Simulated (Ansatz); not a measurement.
# CH7AlBFSi: a ladder of functionals and wavefunction methods

One table from this session's results is given with a row withheld; the runs are named, their logs left out.

Method: functionals in def2-TZVPP, the program's frozen cores in correlated methods; program: Ansatz 0.2.0, Gaussian basis.

The runs, in order: LDA (SPW92), PBE-D4, revPBE-D4, BLYP-D4, r2SCAN-D4, B97M-V, PBE0-D4, B3LYP-D4, r2SCANh-D4, r2SCAN0-D4, HSE06-D4, BHLYP-D4, CAM-B3LYP-D4, LC-ωPBE, ωB97X-V, ωB97M-V, B2PLYP, PBE-QIDH; CCSD(T)/def2-SVP; CCSD(T)/def2-TZVPP; MP2/def2-QZVPP; extrapolation to the limit; RPA on PBE.

## The relaxed structure

The geometry comes from an earlier relaxation with PBE0-D4 in a triple-zeta def2 set; it is a stationary point, not always the lowest conformer.

12 atoms, charge 0, spin multiplicity 1.

Atoms are counted from 1 here; the program's logs count them from 0.

Bond lengths: B1–C2 1.469 Å, B1–Al4 2.252 Å, B1–H6 1.190 Å, B1–H7 1.242 Å, C2–F3 1.381 Å, C2–Al4 2.123 Å, C2–Si5 1.894 Å, Al4–H8 1.579 Å, Al4–H9 1.580 Å, Si5–H10 1.486 Å, Si5–H11 1.482 Å, Si5–H12 1.485 Å. Angles: C2–B1–Al4 65.7°, C2–B1–H6 128.4°, C2–B1–H7 112.3°, Al4–B1–H6 125.9°, Al4–B1–H7 66.1°, H6–B1–H7 117.8°, B1–C2–F3 119.7°, B1–C2–Al4 75.2°, B1–C2–Si5 125.3°, F3–C2–Al4 121.8°, F3–C2–Si5 109.3°, Al4–C2–Si5 99.4°, B1–Al4–C2 39.1°, B1–Al4–H8 124.8°, B1–Al4–H9 105.9°, C2–Al4–H8 110.7°, C2–Al4–H9 124.2°, H8–Al4–H9 123.9° and more.

Set-up of the first run:

Input file in.yaml:

```yaml
crystal:
  periodic: [false, false, false]
  atoms:
    - {symbol: B, position_ang: [-1.031333, 1.173644, 0.085011]}
    - {symbol: C, position_ang: [0.361937, 0.720904, -0.021322]}
    - {symbol: F, position_ang: [1.328049, 1.585544, -0.497708]}
    - {symbol: Al, position_ang: [-0.725784, -0.564784, -1.313277]}
    - {symbol: Si, position_ang: [1.178646, -0.576815, 1.090882]}
    - {symbol: H, position_ang: [-1.489496, 2.231717, -0.208240]}
    - {symbol: H, position_ang: [-1.820043, 0.232278, 0.271217]}
    - {symbol: H, position_ang: [-0.575355, -2.069775, -0.860492]}
    - {symbol: H, position_ang: [-1.342537, -0.119295, -2.697613]}
    - {symbol: H, position_ang: [2.136615, -1.428687, 0.339395]}
    - {symbol: H, position_ang: [0.132582, -1.419822, 1.716706]}
    - {symbol: H, position_ang: [1.923722, 0.179790, 2.129239]}
basis:
  gaussian: {orbitals: def2-TZVPP}
hamiltonian: {xc: lda}
output: {orbitals: {seedname: orbitals}}
```

Launch:

```sh
> ansatz run in.yaml --threads 4 --pin off --events-out ev --progress --plain --max-ram 10444MiB
```

Steps of the session up to this table: LDA; PBE-D4 (GGA); revPBE-D4 (GGA); BLYP-D4 (GGA); r2SCAN-D4 (meta-GGA); B97M-V (meta-GGA); B3LYP-D4 (hybrid); r2SCANh-D4 (hybrid); r2SCAN0-D4 (hybrid); HSE06-D4 (hybrid); BHLYP-D4 (hybrid); CAM-B3LYP-D4 (range-separated); LC-ωPBE (range-separated); ωB97X-V (range-separated); ωB97M-V (range-separated); B2PLYP (double hybrid); PBE-QIDH (double hybrid).

One of the session's tables, all rows but one given; the rest of the session is left out.

It belongs to the step «Frontier levels by functional». 

```
  functional  HOMO (eV)  LUMO (eV)  gap (eV)
 LDA (SPW92)      -6.66      -3.24      3.42
      PBE-D4      -6.53      -2.99      3.53
   revPBE-D4      -6.47      -2.89      3.59
     BLYP-D4      -6.38      -2.82      3.56
   r2SCAN-D4      -6.76      -2.78      3.98
      B97M-V          ?          ?         ?
     PBE0-D4      -7.71      -2.18      5.53
    B3LYP-D4      -7.49      -2.34      5.15
  r2SCANh-D4      -7.20      -2.48      4.72
  r2SCAN0-D4      -7.86      -2.05      5.81
    HSE06-D4      -7.31      -2.55      4.76
    BHLYP-D4      -8.76      -1.25      7.51
CAM-B3LYP-D4      -8.99      -1.13      7.86
     LC-ωPBE     -10.29      -0.07     10.23
     ωB97X-V      -9.96      -0.14      9.82
     ωB97M-V      -9.85      -0.37      9.48
```

Estimate the missing values for B97M-V.

The run gave: HOMO (eV): -6.94; LUMO (eV): -2.89; gap (eV): 4.04. In the column «HOMO (eV)» it lies between r2SCANh-D4 (-7.20) and r2SCAN-D4 (-6.76).
